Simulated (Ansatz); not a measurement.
# Ge2C (singlet): from Hartree-Fock to the top rungs, cc-pVTZ

The task here is to estimate one member of a computed series from the others.

Program: Ansatz 0.2.0, Gaussian basis. Level of theory: cc-pVTZ, core rule «outside noble gas», up to 29 orbitals frozen. These are calculated values, not measurements.

The runs, in order: UHF; CCSD(T) on RHF; BCCD(T) on RHF; CCSDT(Q) on RHF; CASSCF and NEVPT2, 12 electrons in 12 orbitals.

2 further runs of the same task are left out: 1 that didn't finish, 1 set aside as unsound or not needed.

**The system**

The geometry is a PBE0/def2-TZVP stationary point (not a proven minimum). No spin-orbit coupling is included. The filled d shell of Ge may be among the frozen orbitals whatever the setting's name suggests; the logs give the count.

3 atoms, charge 0, spin multiplicity 1.

Atoms are counted from 1 here; the program's logs count them from 0.

Bond lengths: Ge1–C2 1.768 Å, C2–Ge3 1.768 Å. Angles: Ge1–C2–Ge3 180.0°.

Coordinates:

```xyz
3
charge 0, multiplicity 1
Ge    0.0000    0.0000    1.7675
C     0.0000    0.0000    0.0000
Ge    0.0000    0.0000   -1.7675
```

Set-up of the first run:

in.yaml

```yaml
crystal:
  periodic: [false, false, false]
  atoms:
    - {symbol: Ge, position_ang: [0.000000, 0.000000, 1.767500]}
    - {symbol: C, position_ang: [0.000000, 0.000000, 0.000000]}
    - {symbol: Ge, position_ang: [0.000000, 0.000000, -1.767500]}
basis:
  gaussian: {orbitals: cc-pVTZ}
magnetization: {spin_polarized: true, initial_magnetization: 0}
hamiltonian: {xc: hf}
output: {orbitals: {seedname: orbitals}}
```

Run with:

```bash
> ansatz run in.yaml --threads 1 --pin off --events-out ev --progress --plain --max-ram 4096MiB --backend cpu
```

Steps of the session up to this table: UHF; CCSD(T) on RHF; BCCD(T) on RHF; CCSDT(Q) on RHF; CASSCF and NEVPT2, 12 electrons in 12 orbitals.

One table of the session follows, with a row left open; its other results are not shown here.

It belongs to the step «Misses and costs». 

| method | from RCCSDT(Q) (meV) |
| --- | --- |
| RHF | +10025.6 |
| RMP2 | +1060.4 |
| RCCSD | +805.0 |
| RCCSD(T) | +87.9 |
| BCCD(T) | +79.2 |
| RCCSDT | +82.9 |
| RCCSDT(Q) | 0 |
| CASSCF valence | +5795.4 |
| NEVPT2 valence | ? |

**Question.** Estimate the row for NEVPT2 valence.

**Answer.** from RCCSDT(Q) (meV): +1238.4. In the column «from RCCSDT(Q) (meV)» it lies between RMP2 (+1060.4) and CASSCF valence (+5795.4).

With the free atoms at the same levels and basis (separate runs), the atomisation energy is 9.134 eV at RCCSDT(Q), 9.090 eV at RCCSD(T), 5.218 eV at RHF.
